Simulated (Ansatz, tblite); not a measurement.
# WOF4: charged states by level of theory, part 2 of 2

Aim: the energy of removing and adding an electron for WOF4, by energy differences, and how well orbital energies stand in for it.

Ansatz 0.2.0, Gaussian basis; as each input shows.

**14. Charge -1 doublet at the fixed geometry, PBE0-D4/def2-TZVPD**

Contents of in.yaml:

```yaml
crystal:
  periodic: [false, false, false]
  atoms:
    - {symbol: W, position_ang: [0.000050, -0.000212, 0.042613]}
    - {symbol: O, position_ang: [0.003360, -0.006569, 1.712652]}
    - {symbol: F, position_ang: [1.788257, 0.013614, -0.442590]}
    - {symbol: F, position_ang: [-0.011893, 1.790950, -0.431670]}
    - {symbol: F, position_ang: [-1.790061, -0.010087, -0.435623]}
    - {symbol: F, position_ang: [0.010298, -1.787697, -0.445382]}
basis:
  gaussian: {orbitals: def2-TZVPD, initial_orbitals: start.molden}
total_charge: -1
magnetization: {spin_polarized: true, initial_magnetization: 1}
hamiltonian: {xc: pbe0, dispersion: d4}
scf: {omitted_lower_state_checks: [starts]}
output: {orbitals: {seedname: orbitals}}
```

Started as:

```sh
ansatz run in.yaml --threads 4 --pin off --events-out ev --progress --plain --max-ram 3916MiB
```

The log of the run:

```text
Functional definition: PBE0
  name "PBE0"
  cite "Adamo & Barone, J. Chem. Phys. 110, 6158 (1999) doi:10.1063/1.478522"
  cite "Perdew, Burke & Ernzerhof, Phys. Rev. Lett. 77, 3865 (1996) doi:10.1103/PhysRevLett.77.3865"
  parent pbe
  parameter a = 0.25
  parameter kappa = 0.804
  parameter beta = 0.06672455060314922
  exchange = (1 - a)*pbe_x(kappa = kappa, mu = beta*pi^2/3) + a*exact_x
  correlation = pbe_c(beta = beta)
these checks for a lower state are left out or cut short: starts
1388 factors; their error is unknown
mean field evaluation 1: about -14735.4360 eV, gradient 1.8e2 eV
mean field evaluation 2: about -14742.0322 eV, gradient 7.0e0 eV
mean field evaluation 4: about -14742.4448 eV, gradient 3.3e-3 eV
mean field evaluation 8: about -14742.5071 eV, gradient 1.5e-5 eV
mean field -14742.50709921 eV, -541.7771430658 hartree, gradient 1.5e-5 eV, S^2 0.753235; 0 other end points of the search recorded, 0 dependent functions left out
reference -14742.50714523 eV, -541.7771447569 hartree; 30, 29 occupied and 213, 214 virtual orbitals, 1388 factors
Total energy: -14742.63209417 eV, -541.7817365458 hartree
Checks for a lower state left out: starts
```

Run time: 6.5 s. Hardware: 4 threads of Intel Xeon at 2.60GHz, shared host; peak memory 0.91 GiB.

Report: HOMO 0.46 eV, LUMO 3.84 eV (over both spins); ⟨S²⟩ 0.753 (pure: 0.75). Doubts: highest occupied level lies above zero.

**15. Charge -1 doublet at the fixed geometry, PBE-D4/def2-TZVPD**

in.yaml, as its differences from that of step 14:

```diff
@@ -13,3 +13,3 @@
 magnetization: {spin_polarized: true, initial_magnetization: 1}
-hamiltonian: {xc: pbe0, dispersion: d4}
+hamiltonian: {xc: pbe, dispersion: d4}
 scf: {omitted_lower_state_checks: [starts]}
```

Launched as before.

The log of the run:

```text
Functional definition: PBE
  name "PBE"
  cite "Perdew, Burke & Ernzerhof, Phys. Rev. Lett. 77, 3865 (1996) doi:10.1103/PhysRevLett.77.3865"
  parent pbe
  parameter kappa = 0.804
  parameter beta = 0.06672455060314922
  exchange = pbe_x(kappa = kappa, mu = beta*pi^2/3)
  correlation = pbe_c(beta = beta)
these checks for a lower state are left out or cut short: starts
1318 factors; their error is unknown
mean field evaluation 1: about -14744.2173 eV, gradient 9.1e0 eV
mean field evaluation 2: about -14744.4458 eV, gradient 2.5e-1 eV
mean field evaluation 4: about -14744.4449 eV, gradient 7.3e-2 eV
mean field evaluation 8: about -14744.4449 eV, gradient 1.7e-5 eV
mean field -14744.44491962 eV, -541.8483566524 hartree, gradient 1.7e-5 eV, S^2 0.752352; 0 other end points of the search recorded, 0 dependent functions left out
reference -14744.44497590 eV, -541.8483587206 hartree; 30, 29 occupied and 213, 214 virtual orbitals, 1318 factors
Total energy: -14744.59398269 eV, -541.8538346191 hartree
Checks for a lower state left out: starts
```

Wall time 3.7 s (4 threads of Intel Xeon at 2.60GHz, shared host).

From the report: HOMO 2.25 eV, LUMO 3.31 eV (over both spins); ⟨S²⟩ 0.752 (pure: 0.75). Doubts: highest occupied level lies above zero.

**16. Charge -1 doublet at the fixed geometry, r2SCAN-D4/def2-TZVPD**

in.yaml, as its differences from that of step 15:

```diff
@@ -13,3 +13,3 @@
 magnetization: {spin_polarized: true, initial_magnetization: 1}
-hamiltonian: {xc: pbe, dispersion: d4}
+hamiltonian: {xc: r2scan, dispersion: d4}
 scf: {omitted_lower_state_checks: [starts]}
```

The command is unchanged.

The log of the run:

```text
Functional definition: r2SCAN
  name "r2SCAN"
  cite "Furness, Kaplan, Ning, Perdew & Sun, J. Phys. Chem. Lett. 11, 8208 (2020) doi:10.1021/acs.jpclett.0c02405"
  cite "Furness, Kaplan, Ning, Perdew & Sun, J. Phys. Chem. Lett. 11, 9248 (2020) doi:10.1021/acs.jpclett.0c03077"
  parent r2scan
  parameter k0 = 0.174
  parameter k1 = 0.065
  parameter a1 = 4.9479
  exchange = r2scan_x(k0 = k0, k1 = k1, a1 = a1)
  correlation = r2scan_c
these checks for a lower state are left out or cut short: starts
1318 factors; their error is unknown
mean field evaluation 1: about -14751.2694 eV, gradient 4.6e0 eV
mean field evaluation 2: about -14751.3294 eV, gradient 5.5e-2 eV
mean field evaluation 4: about -14751.3270 eV, gradient 6.9e-5 eV
mean field -14751.32702251 eV, -542.1012692688 hartree, gradient 2.6e-5 eV, S^2 0.753867; 0 other end points of the search recorded, 0 dependent functions left out
reference -14751.32705259 eV, -542.1012703740 hartree; 30, 29 occupied and 213, 214 virtual orbitals, 1318 factors
Total energy: -14751.36109574 eV, -542.1025214367 hartree
Checks for a lower state left out: starts
```

It took 6 s on 4 threads of Intel Xeon at 2.60GHz, shared host.

From the report: HOMO 1.88 eV, LUMO 3.83 eV (over both spins); ⟨S²⟩ 0.754 (pure: 0.75). Doubts: highest occupied level lies above zero.

**17. Vertical electron affinity**

Starting state less charged state (positive: the electron is bound), singlet to doublet; the starting state's energies are those of its earlier runs.

```tsv
level	vertical electron affinity (eV)	time
PBE-D4/def2-TZVPD	+1.31	6.1 s
r2SCAN-D4/def2-TZVPD	+1.49	9.8 s
PBE0-D4/def2-TZVPD	+1.86	10 s
```

Times add the two runs; a level without a time comes out of a correlated run.

Beside −ε(LUMO) of the starting state:

```tsv
level	−ε(LUMO) (eV)	by difference (eV)	mismatch (eV)
PBE-D4/def2-TZVPD	4.82	1.31	+3.51
r2SCAN-D4/def2-TZVPD	4.80	1.49	+3.30
PBE0-D4/def2-TZVPD	4.11	1.86	+2.25
```

**18. Relaxing the charge -1 doublet**

in.yaml, as its differences from that of step 16:

```diff
@@ -10,7 +10,8 @@
 basis:
-  gaussian: {orbitals: def2-TZVPD, initial_orbitals: start.molden}
+  gaussian: {orbitals: def2-SVPD}
 total_charge: -1
 magnetization: {spin_polarized: true, initial_magnetization: 1}
-hamiltonian: {xc: r2scan, dispersion: d4}
+hamiltonian: {xc: pbe0, dispersion: d4}
 scf: {omitted_lower_state_checks: [starts]}
 output: {orbitals: {seedname: orbitals}}
+relax: {f_tol: 0.02, max_steps: 100}
```

Launched as before.

The log of the run (excerpt; [...] marks lines left out):

```text
Functional definition: PBE0
  name "PBE0"
  cite "Adamo & Barone, J. Chem. Phys. 110, 6158 (1999) doi:10.1063/1.478522"
  cite "Perdew, Burke & Ernzerhof, Phys. Rev. Lett. 77, 3865 (1996) doi:10.1103/PhysRevLett.77.3865"
  parent pbe
[...]
1281 factors; their error is unknown
[...]
mean field -14727.08486018 eV, -541.2103862351 hartree, gradient 7.4e-5 eV, S^2 0.753214; 0 other end points of the search recorded, 0 dependent functions left out
[...]
reference -14727.08489596 eV, -541.2103875497 hartree; 30, 29 occupied and 120, 121 virtual orbitals, 1281 factors
relax step   1: F+E_penalty+E_count = -14727.20980913 eV  Δ(F+E_penalty+E_count) = +0.000e0 eV  max|allowed force component| = 2.853e0 eV/Å  Δτ_max = 0.0000 Å  (33 SCF iters, accepted)
[...]
1281 factors; their error is unknown
mean field -14727.67524413 eV, -541.2320824448 hartree, gradient 1.2e-5 eV, S^2 0.754179; 0 other end points of the search recorded, 0 dependent functions left out
[...]
reference -14727.67528020 eV, -541.2320837705 hartree; 30, 29 occupied and 120, 121 virtual orbitals, 1281 factors
Total energy: -14727.79701797 eV, -541.2365575510 hartree
Atom 0 at     0.000254    -0.000463     0.123851 Å, force    -0.000265    -0.000289    -0.010411 eV/Å
Atom 1 at     0.003582    -0.006977     1.821923 Å, force     0.000064     0.000034     0.008242 eV/Å
Atom 2 at     1.839584     0.013661    -0.490205 Å, force    -0.003972     0.000050     0.000601 eV/Å
Atom 3 at    -0.012757     1.842541    -0.479185 Å, force     0.000082    -0.004110     0.000452 eV/Å
Atom 4 at    -1.841479    -0.009964    -0.483059 Å, force     0.004032     0.000132     0.000606 eV/Å
Atom 5 at     0.010827    -1.838799    -0.493325 Å, force     0.000059     0.004183     0.000511 eV/Å
Dipole moment:     0.000159    -0.000245     0.070863 e Å
Checks for a lower state left out: starts
```

Run time: 16 s. Hardware: 4 threads of Intel Xeon at 2.60GHz, shared host.

Step by step:

```tsv
step	energy from step 1 (eV)	largest force component (eV/Å)
1	0.0000	2.8532
2	-0.5838	0.5047
3	-0.5871	0.0231
4	-0.5872	0.0104
```

Close pairs (by a distance rule), those that changed most:

```tsv
bond	before (Å)	after (Å)	change (Å)
W1–F6	1.853	1.939	+0.086
W1–F4	1.853	1.939	+0.086
W1–F5	1.853	1.939	+0.086
W1–F3	1.853	1.939	+0.086
W1–O2	1.670	1.698	+0.028
```

**19. Charge -1 doublet, PBE0-D4/def2-TZVPD**

Contents of in.yaml:

```yaml
crystal:
  periodic: [false, false, false]
  atoms:
    - {symbol: W, position_ang: [0.000254, -0.000463, 0.123851]}
    - {symbol: O, position_ang: [0.003582, -0.006977, 1.821923]}
    - {symbol: F, position_ang: [1.839584, 0.013661, -0.490205]}
    - {symbol: F, position_ang: [-0.012757, 1.842541, -0.479185]}
    - {symbol: F, position_ang: [-1.841479, -0.009964, -0.483059]}
    - {symbol: F, position_ang: [0.010827, -1.838799, -0.493325]}
basis:
  gaussian: {orbitals: def2-TZVPD, initial_orbitals: start.molden}
total_charge: -1
magnetization: {spin_polarized: true, initial_magnetization: 1}
hamiltonian: {xc: pbe0, dispersion: d4}
scf: {omitted_lower_state_checks: [starts]}
output: {orbitals: {seedname: orbitals}}
```

The command is unchanged.

The log of the run:

```text
Functional definition: PBE0
  name "PBE0"
  cite "Adamo & Barone, J. Chem. Phys. 110, 6158 (1999) doi:10.1063/1.478522"
  cite "Perdew, Burke & Ernzerhof, Phys. Rev. Lett. 77, 3865 (1996) doi:10.1103/PhysRevLett.77.3865"
  parent pbe
  parameter a = 0.25
  parameter kappa = 0.804
  parameter beta = 0.06672455060314922
  exchange = (1 - a)*pbe_x(kappa = kappa, mu = beta*pi^2/3) + a*exact_x
  correlation = pbe_c(beta = beta)
these checks for a lower state are left out or cut short: starts
1388 factors; their error is unknown
mean field evaluation 1: about -14737.3369 eV, gradient 1.8e2 eV
mean field evaluation 2: about -14742.9072 eV, gradient 4.4e0 eV
mean field evaluation 4: about -14743.0131 eV, gradient 1.3e-1 eV
mean field evaluation 8: about -14743.0131 eV, gradient 2.2e-5 eV
mean field -14743.01310433 eV, -541.7957384108 hartree, gradient 2.2e-5 eV, S^2 0.754199; 0 other end points of the search recorded, 0 dependent functions left out
reference -14743.01315158 eV, -541.7957401472 hartree; 30, 29 occupied and 213, 214 virtual orbitals, 1388 factors
Total energy: -14743.13488936 eV, -541.8002139282 hartree
Checks for a lower state left out: starts
```

It took 7 s on 4 threads of Intel Xeon at 2.60GHz, shared host; peak memory 0.91 GiB.

HOMO -0.74 eV, LUMO 3.56 eV (over both spins); ⟨S²⟩ 0.754 (pure: 0.75).

**20. Charge -1 doublet, PBE-D4/def2-TZVPD**

in.yaml, as its differences from that of step 19:

```diff
@@ -13,3 +13,3 @@
 magnetization: {spin_polarized: true, initial_magnetization: 1}
-hamiltonian: {xc: pbe0, dispersion: d4}
+hamiltonian: {xc: pbe, dispersion: d4}
 scf: {omitted_lower_state_checks: [starts]}
```

Same command.

The log of the run:

```text
Functional definition: PBE
  name "PBE"
  cite "Perdew, Burke & Ernzerhof, Phys. Rev. Lett. 77, 3865 (1996) doi:10.1103/PhysRevLett.77.3865"
  parent pbe
  parameter kappa = 0.804
  parameter beta = 0.06672455060314922
  exchange = pbe_x(kappa = kappa, mu = beta*pi^2/3)
  correlation = pbe_c(beta = beta)
these checks for a lower state are left out or cut short: starts
1318 factors; their error is unknown
mean field evaluation 1: about -14744.9365 eV, gradient 9.1e0 eV
mean field evaluation 2: about -14745.1750 eV, gradient 2.7e-1 eV
mean field evaluation 4: about -14745.1671 eV, gradient 7.7e-2 eV
mean field evaluation 8: about -14745.1672 eV, gradient 2.1e-5 eV
mean field -14745.16716197 eV, -541.8748985691 hartree, gradient 2.1e-5 eV, S^2 0.753069; 0 other end points of the search recorded, 0 dependent functions left out
reference -14745.16721926 eV, -541.8749006745 hartree; 30, 29 occupied and 213, 214 virtual orbitals, 1318 factors
Total energy: -14745.31174313 eV, -541.8802118286 hartree
Checks for a lower state left out: starts
```

Wall time 3.6 s (4 threads of Intel Xeon at 2.60GHz, shared host).

From the report: HOMO 1.14 eV, LUMO 2.57 eV (over both spins); ⟨S²⟩ 0.753 (pure: 0.75). Doubts: highest occupied level lies above zero.

**21. Fields of the charge -1 doublet**

Orbitals, density, ELF and potential are computed afterwards from the orbital file.

Frontier orbitals at PBE0-D4/def2-TZVPD (alpha spin), with the share of their density that lies nearest to each atom:

```tsv
orbital	energy (eV)	lies on
HOMO	-0.74	W1 68 %; 4 F atoms about 8 % each
LUMO	3.84	O2 27 %; 4 F atoms about 17 % each
```

ELF in a plane through or near 4 of the atoms.

Values, 10 rows by 14 columns:
```
0.00 0.00 0.00 0.00 0.00 0.00 0.00 0.00 0.00 0.00 0.00 0.00 0.00 0.00
0.00 0.00 0.00 0.00 0.00 0.01 0.04 0.05 0.02 0.00 0.00 0.00 0.00 0.00
0.00 0.00 0.00 0.00 0.02 0.35 0.71 0.76 0.50 0.06 0.00 0.00 0.00 0.00
0.00 0.00 0.01 0.03 0.01 0.38 0.82 0.64 0.61 0.02 0.04 0.03 0.00 0.00
0.00 0.02 0.17 0.68 0.78 0.22 0.21 0.30 0.15 0.75 0.82 0.41 0.07 0.00
0.00 0.03 0.28 0.83 0.21 0.57 0.45 0.75 0.23 0.74 0.75 0.53 0.10 0.00
0.00 0.00 0.06 0.30 0.28 0.05 0.54 0.76 0.35 0.06 0.24 0.11 0.01 0.00
0.00 0.00 0.00 0.00 0.01 0.40 0.84 0.68 0.75 0.10 0.00 0.00 0.00 0.00
0.00 0.00 0.00 0.00 0.00 0.11 0.31 0.41 0.24 0.04 0.00 0.00 0.00 0.00
0.00 0.00 0.00 0.00 0.00 0.00 0.00 0.00 0.00 0.00 0.00 0.00 0.00 0.00
```
The map spans 8.9 Å across and 8.9 Å up, centred on the molecule. Atoms in the plane (x, y in Å): F3 (0.0, 1.8), F4 (-1.8, 0.0), F5 (0.0, -1.8), F6 (1.8, 0.0).

On the surface of density 0.002 e/bohr³ the electrostatic potential runs, from the 1st to the 99th percentile, from -5.27 V near F5 to -2.44 V near W1.

The spin density lies nearest to W1 70 %; O2 7 % (beta excess); 4 F atoms about 6 % each.

**22. Adiabatic electron affinity**

Starting state less charged state (positive: the electron is bound), singlet to doublet; the starting state's energies are those of its earlier runs.

```tsv
level	adiabatic electron affinity (eV)	time
PBE-D4/def2-TZVPD	+2.03	6 s
PBE0-D4/def2-TZVPD	+2.36	11 s
```

Times add the two runs; a level without a time comes out of a correlated run.

**23. What came out**

What follows sums up all 2 parts.

| quantity | value |
| --- | --- |
| vertical ionisation energy, functionals in def2-TZVP | 13.34 (PBE-D4) to 13.90 eV (PBE0-D4) |
| vertical ionisation energy, CCSD(T)/def2-SVP | 14.14 eV |
| adiabatic ionisation energy, functionals in def2-TZVP | 12.55 (PBE-D4) to 12.74 eV (PBE0-D4) |
| vertical electron affinity, functionals in def2-TZVPD | 1.31 (PBE-D4) to 1.86 eV (PBE0-D4) |
| adiabatic electron affinity, functionals in def2-TZVPD | 2.03 (PBE-D4) to 2.36 eV (PBE0-D4) |
| relaxation of the cation side, PBE-D4/def2-TZVP | 0.79 eV |
| relaxation of the anion side, PBE-D4/def2-TZVPD | 0.72 eV |

The vertical ionisation energy spans 13.34 to 13.90 eV over the functionals, beside 14.14 eV from CCSD(T)/def2-SVP. −ε(HOMO) misses the level's own difference by -2.17 eV at best (PBE0-D4) and -3.46 eV at worst (PBE-D4). The yardstick is in a double-zeta basis, so levels in larger sets aren't compared like for like. CCSD(T)/def2-SVP isn't at the basis-set limit; small misses against it rank nothing. The adiabatic ionisation energy spans 12.55 to 12.74 eV over the functionals. The vertical electron affinity spans 1.31 to 1.86 eV over the functionals. The anion's highest level lies above zero where self-interaction lifts it, so diffuse functions weigh on these values. −ε(LUMO) misses the level's own difference by +2.25 eV at best (PBE0-D4) and +3.51 eV at worst (PBE-D4). The adiabatic electron affinity spans 2.03 to 2.36 eV over the functionals. The anion's highest level lies above zero where self-interaction lifts it, so diffuse functions weigh on these values. Relaxing the oxidised state gains 0.79 eV at PBE-D4/def2-TZVP. Relaxing the reduced state gains 0.72 eV at PBE-D4/def2-TZVPD. The charged states' spins were chosen beforehand and needn't be their lowest.

The anion's highest level is positive in at least one run, so there the basis alone may hold the extra electron.
